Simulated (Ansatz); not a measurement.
# H₄O₂SiSn: a ladder of functionals and wavefunction methods

The task here is to estimate one member of a computed series from the others.

Computed with Ansatz 0.2.0, Gaussian basis. Level: functionals in def2-TZVPP, the program's frozen cores in correlated methods.

The runs, in order: LDA (SPW92), PBE-D4, revPBE-D4, BLYP-D4, r2SCAN-D4, B97M-V, PBE0-D4, B3LYP-D4, r2SCANh-D4, r2SCAN0-D4, HSE06-D4, BHLYP-D4, CAM-B3LYP-D4, LC-ωPBE, ωB97X-V, ωB97M-V, B2PLYP, PBE-QIDH; CCSD(T)/def2-SVP; CCSD(T)/def2-TZVPP; MP2/def2-QZVPP; extrapolation to the limit; RPA on PBE.

### Structure used throughout

An earlier PBE0-D4 in a triple-zeta def2 set relaxation fixed the geometry. Sn takes the def2 core potential; no spin-orbit term is included.

SMILES `[OH][Sn][O][SiH3]`, 8 atoms, charge 0, spin multiplicity 1.

Atoms are counted from 1 here; the program's logs count them from 0.

Bond lengths: O1–Sn2 1.971 Å, O1–H5 0.963 Å, Sn2–O3 1.989 Å, O3–Si4 1.628 Å, Si4–H6 1.488 Å, Si4–H7 1.497 Å, Si4–H8 1.488 Å. Angles: Sn2–O1–H5 116.4°, O1–Sn2–O3 97.6°, Sn2–O3–Si4 141.7°, O3–Si4–H6 110.6°, O3–Si4–H7 111.3°, O3–Si4–H8 110.7°, H6–Si4–H7 107.6°, H6–Si4–H8 109.0°, H7–Si4–H8 107.5°.

Set-up of the first run:

Input file in.yaml:

```yaml
crystal:
  periodic: [false, false, false]
  atoms:
    - {symbol: O, position_ang: [0.667352, 1.629121, -1.717289]}
    - {symbol: Sn, position_ang: [2.054358, 1.162924, -0.396128]}
    - {symbol: O, position_ang: [0.983162, -0.133402, 0.665594]}
    - {symbol: Si, position_ang: [-0.494071, -0.813651, 0.738133]}
    - {symbol: H, position_ang: [-0.184548, 1.192888, -1.614844]}
    - {symbol: H, position_ang: [-1.139886, -0.525477, 2.046839]}
    - {symbol: H, position_ang: [-1.390755, -0.281815, -0.336110]}
    - {symbol: H, position_ang: [-0.403413, -2.287588, 0.557804]}
basis:
  gaussian: {orbitals: def2-TZVPP}
hamiltonian: {xc: lda}
output: {orbitals: {seedname: orbitals}}
```

Launch:

```
> ansatz run in.yaml --threads 4 --pin off --events-out ev --progress --plain --max-ram 10444MiB
```

Steps of the session up to this table: LDA; PBE-D4 (GGA); revPBE-D4 (GGA); BLYP-D4 (GGA); r2SCAN-D4 (meta-GGA); B97M-V (meta-GGA); B3LYP-D4 (hybrid); r2SCANh-D4 (hybrid); r2SCAN0-D4 (hybrid); HSE06-D4 (hybrid); BHLYP-D4 (hybrid); CAM-B3LYP-D4 (range-separated); LC-ωPBE (range-separated); ωB97X-V (range-separated); ωB97M-V (range-separated); B2PLYP (double hybrid); PBE-QIDH (double hybrid).

One of the session's tables, all rows but one given; the rest of the session is left out.

It belongs to the step «Orbital energies across the functionals». 

```
  functional  HOMO (eV)  LUMO (eV)  gap (eV)
 LDA (SPW92)      -7.07      -3.13      3.94
      PBE-D4      -6.85      -2.89      3.96
   revPBE-D4      -6.77      -2.80      3.97
     BLYP-D4      -6.74      -2.84      3.90
   r2SCAN-D4          ?          ?         ?
      B97M-V      -7.07      -2.88      4.19
     PBE0-D4      -8.04      -2.22      5.83
    B3LYP-D4      -7.89      -2.46      5.42
  r2SCANh-D4      -7.62      -2.56      5.06
  r2SCAN0-D4      -8.26      -2.17      6.09
    HSE06-D4      -7.65      -2.58      5.07
    BHLYP-D4      -9.07      -1.53      7.54
CAM-B3LYP-D4      -9.38      -1.31      8.06
     LC-ωPBE     -10.57      -0.21     10.36
     ωB97X-V     -10.28      -0.32      9.96
     ωB97M-V     -10.25      -0.49      9.75
```

**Question.** Estimate the row for r2SCAN-D4.

Worked estimate for «HOMO (eV)». Against the share of exact exchange, r2SCANh-D4 (0.1, -7.62), r2SCAN0-D4 (0.25, -8.26) give a slope of -4.27 per unit share; at 0 the line stands at -7.19.

The run gave: HOMO (eV): -7.16; LUMO (eV): -2.81; gap (eV): 4.35. In «HOMO (eV)» the line misses by -0.03.
